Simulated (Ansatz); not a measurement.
MnCl2:

```
Mn Cl
1.0
     6.32745    3.16372    3.16372
     3.16372    6.32745    3.16372
     3.16372    3.16372    6.32745
Mn Cl
2 4
Direct
  0.00000 0.00000 0.00000
  0.50000 0.50000 0.50000
  0.12500 0.12500 0.12500
  0.62500 0.62500 0.62500
  0.37500 0.37500 0.37500
  0.87500 0.87500 0.87500
```

The cell comes from a database or a generator and needn't be the stable form of this composition.

The cell isn't the ideal one: another cell of the same crystal, with 6 atoms.

A run of Ansatz 0.2.0 on this cell left the log below. Logs are shortened: lines on timing, memory, paths and dates and some standing lists are left out, and cuts for length are marked.

```text
Warning: RAYON_NUM_THREADS=2 ignored (pool sized by the plan → 2); use --threads N
basis.fft_grid_basis auto: the FFT boxes are laid along the combinations [[1, 0, -1], [0, 1, -1], [0, 0, 1]] of the cell's own vectors, 4.474, 4.474 and 7.750 Å long. The dense box has 36×36×60 points. Along the cell's own vectors, as sized, it would have 60×60×60, 2.78 times as many. Of the 12 symmetry operations that the crystal satisfies within crystal.symmetry.tolerance (time reversal apart; of a slab, those that keep its plane) the dense box along the cell's own vectors carries 12, and the one as laid loses 8 of those. basis.fft_grid_basis: typed keeps the cell's own vectors: state it where this run's energies or levels are differenced outside the engine with another run's, or held beside a run that keeps those vectors.
Mn: projections on atomic orbitals take those of the free atom [Ne] 3s2 3p6 3d5 4s2, of charge +0.00 (hamiltonian.pseudopotentials.projection_atoms); the dataset's partial waves leave at most 9.0e-7 of an orbital's norm unspanned inside its sphere
Cl: projections on atomic orbitals take those of the free atom [Ne] 3s2 3p5, of charge +0.00 (hamiltonian.pseudopotentials.projection_atoms); the dataset's partial waves leave at most 2.1e-7 of an orbital's norm unspanned inside its sphere
Engine: ansatz 0.2.0, aarch64-unknown-linux-gnu
Pseudopotentials: kind: paw
Pseudopotential: Mn, paw, valence charge 15, recommended cutoff 500 eV (meta_gga), Mn.paw.azcp
Pseudopotential: Cl, paw, valence charge 7, recommended cutoff 500 eV (meta_gga), Cl.paw.azcp
Functional definition: r2SCAN
  parameter k0 = 0.174
  parameter k1 = 0.065
  parameter a1 = 4.9479
  exchange = r2scan_x(k0 = k0, k1 = k1, a1 = a1)
  correlation = r2scan_c
Crystal: 6 atoms, lattice volume = 126.665 Å³
[... 56 lines left out ...]
  E_xc         = -629.095911
  E_vxc        = -850.259460  (∫ρ·V_xc dr)
  E_hubbard    = 0.841913  (on-site DFT+U / exact-exchange correction)
  E_vhub       = -29.082090  (the Hubbard potential's part of the band-sum identity)
  E_paw        = -5306.356072  (= ΣΔE_a)
  E_vpaw       = -640.491840  (= ΣTr[D̂ρ^β])
  E_aug_tail   = 0.000133  (compensation charges beyond the density's cutoff)
  E_vtau       = 48.892769  (kinetic-family band-sum trace: ∫τ·v_τ [+ j·A + Jᵃ·Aᵃ] dr)
  E_ewald      = -4379.705996
  E_core_change = -1.111713  (= ΣΔE_core)
  E_smearing   = -0.000000  (= −TS)
  E_closure    = 0.000000  (closes the sum)
  Σ components = -12148.869384   (vs F -12148.869384, Δ=0.00e0)
--- Forces (eV/Å), atoms counted from 1 ---
  atom   1  Mn     0.00000000     0.00000000     0.00000000
  atom   2  Mn    -0.00000000    -0.00000000     0.00000000
  atom   3  Cl    -0.00276997    -0.00276997    -0.00276997
  atom   4  Cl    -0.00276997    -0.00276997    -0.00276997
  atom   5  Cl     0.00276997     0.00276997     0.00276997
  atom   6  Cl     0.00276997     0.00276997     0.00276997
  max |Σ_I F_I| component: 4.34e-19 eV/Å
--- Stress (GPa, compression-positive) ---
        2.774629       0.017659       0.017659
        0.017659       2.774629       0.017659
        0.017659       0.017659       2.774629
  P = ⅓ Tr σ = 2.7746 GPa (27.746 kbar)
--- Band table (eV; the first three rows and the last of 38) ---
  k-point 0 ↑: bands = ["-79.8576", "-73.2143", "-47.3251", "-47.3251", "-47.3248", "-40.7018", "-40.7013", "-40.7013", "-10.3886", "-9.4631", "-9.3827", "-8.4003", "-1.2490", "-1.2490", "-0.9688", "-0.6762", "-0.6762", "1.9483", "2.3148", "2.3148", "2.5302", "2.7013", "2.7013", "2.7177", "3.5526", "3.5526", "4.1291", "4.1299", "4.1299", "9.0179", "11.0702", "11.0702", "11.5614", "11.7238", "11.7238", "11.7411", "11.7968", "11.7968", "11.9486", "13.5451"]
  k-point 1 ↑: bands = ["-79.8576", "-73.2143", "-47.3252", "-47.3251", "-47.3248", "-40.7017", "-40.7015", "-40.7013", "-10.2183", "-9.4693", "-9.3311", "-8.5898", "-1.1553", "-1.0255", "-0.9403", "-0.7193", "-0.6828", "1.0335", "1.9177", "2.1345", "2.2819", "2.2930", "3.0058", "3.0846", "3.3137", "3.7905", "4.0865", "4.2482", "4.5025", "9.7527", "11.0200", "11.1640", "11.1894", "11.5332", "11.5508", "11.7429", "12.0126", "12.7240", "12.7809", "13.7329"]
  k-point 2 ↑: bands = ["-79.8576", "-73.2143", "-47.3254", "-47.3252", "-47.3248", "-40.7019", "-40.7017", "-40.7014", "-9.8094", "-9.4365", "-9.3321", "-8.9750", "-1.0229", "-1.0162", "-0.7787", "-0.6421", "-0.5509", "0.6340", "1.3398", "1.5900", "1.7145", "1.9475", "2.0206", "3.7383", "3.9139", "3.9162", "4.0828", "4.4887", "4.8516", "10.1093", "10.6678", "11.2416", "11.2617", "11.4841", "11.5711", "12.2615", "12.5809", "13.7398", "14.5467", "14.6438"]
  k-point 18 ↓: bands = ["-79.8576", "-73.2143", "-47.3252", "-47.3251", "-47.3248", "-40.7018", "-40.7015", "-40.7013", "-10.0096", "-9.9285", "-8.8890", "-8.7929", "-1.1550", "-1.0274", "-0.8662", "-0.7140", "-0.6771", "1.5029", "1.7648", "1.8338", "2.0005", "2.6231", "2.6903", "2.9610", "3.2204", "3.7075", "4.2557", "4.4429", "4.6150", "9.6961", "11.0930", "11.1391", "11.2445", "11.4049", "11.5988", "11.7041", "11.8870", "12.8926", "13.0459", "13.9852"]
Occupation matrices written to <dir>
```

What input gives this log?

Single point with r2SCAN+U, collinear spin, antiferromagnetic start. The files as run (others can give the same):

input.yaml
```yaml
crystal:
  lattice:
    - [6.32744938, 3.16372469, 3.16372469]
    - [3.16372469, 6.32744938, 3.16372469]
    - [3.16372469, 3.16372469, 6.32744938]
  atoms:
    - { symbol: Mn, position: [0.0, 0.0, 0.0], spin: 4.0 }
    - { symbol: Mn, position: [0.5, 0.5, 0.5], spin: -4.0 }
    - { symbol: Cl, position: [0.125, 0.125, 0.125] }
    - { symbol: Cl, position: [0.625, 0.625, 0.625] }
    - { symbol: Cl, position: [0.375, 0.375, 0.375] }
    - { symbol: Cl, position: [0.875, 0.875, 0.875] }
hamiltonian:
  xc: r2scan
  pseudopotentials: { kind: paw }
  hubbard: { sites: [{ species: Mn, l: d, u_eff: 6.0 }] }
magnetization:
  spin_polarized: true
kpoints:
  mp_grid: { grid: [5, 5, 5] }
scf:
  occupations: { method: gaussian, width: 0.05 }
output:
  forces: true
  stress: true
  eigenvalues: true
```

Potentials or basis: Ansatz PAW.
Command:
```bash
$ ansatz run input.yaml --threads 2 --pin off --max-ram 5632MiB --backend cpu --events-out ev --progress --plain --runs-dir out
```

Caveat: the magnetic or orbital state may not be the lowest; odd divisions of the mesh miss points on the zone boundary, where band edges often lie, so the gap on the mesh can be too wide; the PAW data sets come from PBE, with cores solved anew for the run's functional, which leaves a small shift of forces and pressure.
